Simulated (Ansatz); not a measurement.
A run of Ansatz 0.2.0:

Contents of input.yaml:

```yaml
crystal:
  lattice:
    - [3.93350939, 0.0, 0.0]
    - [-1.96675469, 3.40651905, 0.0]
    - [0.0, 0.0, 3.50961939]
  atoms:
    - { symbol: Hf, position: [0.0, 0.0, 0.5] }
    - { symbol: Ge, position: [0.33333333, 0.66666667, 0.5] }
kpoints:
  mp_grid: { grid: [8, 8, 8] }
scf:
  occupations: { method: fermi_dirac, width: 0.05 }
hamiltonian:
  xc: pbe
  pseudopotentials: { kind: all_electron, datasets: crystal }
output:
  forces: true
  stress: true
  eigenvalues: true
  dos: { projected: false, de: 0.2, e_range: [-10, 6] }
```

Potentials or basis: all-electron PAW datasets made for the crystal.

Command:

```bash
$ ansatz run input.yaml --threads 1 --pin off --max-ram 3072MiB --backend cpu --events-out ev --progress --plain --runs-dir out
```

Hardware: 1 thread of Intel(R) Xeon(R) Processor @ 2.50GHz (Skylake/Cascade Lake) (shared host).

Task: Estimate the wall time of this run.

Result: It took 55 s on 1 thread of Intel(R) Xeon(R) Processor @ 2.50GHz (Skylake/Cascade Lake) (shared host), peak memory 0.77 GiB. Counts: scf iterations 9, plane waves 961, k points 50, bands 24.
